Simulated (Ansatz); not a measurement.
**CH₆BNS: up Jacob's ladder to CCSD(T)**

The task here is to estimate one member of a computed series from the others.

Method: functionals in def2-TZVPP, the program's frozen cores in correlated methods; program: Ansatz 0.2.0, Gaussian basis.

Plan: LDA (SPW92), PBE-D4, revPBE-D4, BLYP-D4, r2SCAN-D4, B97M-V, PBE0-D4, B3LYP-D4, r2SCANh-D4, r2SCAN0-D4, HSE06-D4, BHLYP-D4, CAM-B3LYP-D4, LC-ωPBE, ωB97X-V, ωB97M-V, B2PLYP, PBE-QIDH; CCSD(T)/def2-SVP; CCSD(T)/def2-TZVPP; MP2/def2-QZVPP; extrapolation to the limit; RPA on PBE.

**The relaxed structure**

The geometry comes from an earlier relaxation with PBE0-D4 in a triple-zeta def2 set; it is a stationary point, not always the lowest conformer.

SMILES `CNBS`, 10 atoms, charge 0, spin multiplicity 1.

Atoms are counted from 1 here; the program's logs count them from 0.

Bond lengths: C1–N2 1.444 Å, C1–H5 1.095 Å, C1–H6 1.095 Å, C1–H7 1.090 Å, N2–B3 1.389 Å, N2–H8 1.009 Å, B3–S4 1.820 Å, B3–H9 1.195 Å, S4–H10 1.339 Å. Angles: N2–C1–H5 111.6°, N2–C1–H6 111.6°, N2–C1–H7 109.1°, H5–C1–H6 108.1°, H5–C1–H7 108.1°, H6–C1–H7 108.1°, C1–N2–B3 125.8°, C1–N2–H8 114.1°, B3–N2–H8 120.1°, N2–B3–S4 119.9°, N2–B3–H9 119.9°, S4–B3–H9 120.2°, B3–S4–H10 96.2°.

Set-up of the first run:

File in.yaml:

```yaml
crystal:
  periodic: [false, false, false]
  atoms:
    - {symbol: C, position_ang: [-1.419795, 0.603243, -0.178227]}
    - {symbol: N, position_ang: [-0.345961, -0.358312, -0.260453]}
    - {symbol: B, position_ang: [0.946050, -0.176293, 0.215673]}
    - {symbol: S, position_ang: [2.178222, -1.501657, 0.025410]}
    - {symbol: H, position_ang: [-1.782489, 0.888862, -1.170669]}
    - {symbol: H, position_ang: [-2.266936, 0.213798, 0.395113]}
    - {symbol: H, position_ang: [-1.056467, 1.501080, 0.321265]}
    - {symbol: H, position_ang: [-0.601167, -1.223679, -0.711127]}
    - {symbol: H, position_ang: [1.244805, 0.850191, 0.748873]}
    - {symbol: H, position_ang: [3.186738, -0.848432, 0.617042]}
basis:
  gaussian: {orbitals: def2-TZVPP}
hamiltonian: {xc: lda}
output: {orbitals: {seedname: orbitals}}
```

Started as:

```sh
ansatz run in.yaml --threads 2 --pin off --events-out ev --progress --plain --max-ram 4352MiB
```

Steps of the session up to this table: LDA; PBE-D4 (GGA); revPBE-D4 (GGA); BLYP-D4 (GGA); r2SCAN-D4 (meta-GGA); B97M-V (meta-GGA); PBE0-D4 (hybrid); B3LYP-D4 (hybrid); r2SCANh-D4 (hybrid); r2SCAN0-D4 (hybrid); HSE06-D4 (hybrid); BHLYP-D4 (hybrid); CAM-B3LYP-D4 (range-separated); LC-ωPBE (range-separated); ωB97X-V (range-separated); ωB97M-V (range-separated); B2PLYP (double hybrid); PBE-QIDH (double hybrid).

One of the session's tables, all rows but one given; the rest of the session is left out.

It belongs to the step «Frontier levels by functional». 

```
  functional  HOMO (eV)  LUMO (eV)  gap (eV)
 LDA (SPW92)      -5.81      -0.66      5.15
      PBE-D4      -5.69      -0.43      5.25
   revPBE-D4      -5.64      -0.34      5.30
     BLYP-D4      -5.53      -0.28      5.25
   r2SCAN-D4      -5.94      -0.12      5.82
      B97M-V      -6.04      -0.13      5.91
     PBE0-D4      -6.90       0.49      7.39
    B3LYP-D4          ?          ?         ?
  r2SCANh-D4      -6.39       0.20      6.60
  r2SCAN0-D4      -7.07       0.68      7.75
    HSE06-D4      -6.50       0.11      6.61
    BHLYP-D4      -7.99       1.39      9.38
CAM-B3LYP-D4      -8.20       1.53      9.74
     LC-ωPBE      -9.58       2.67     12.26
     ωB97X-V      -9.22       2.58     11.80
     ωB97M-V      -9.08       2.21     11.29
```

Q: Estimate the row for B3LYP-D4 from the others.

Worked estimate for «HOMO (eV)». Against the share of exact exchange, BLYP-D4 (0, -5.53), BHLYP-D4 (0.5, -7.99) give a slope of -4.92 per unit share; at 0.2 the line stands at -6.51.

The run gave: HOMO (eV): -6.66; LUMO (eV): 0.28; gap (eV): 6.94. In «HOMO (eV)» the line misses by +0.15.
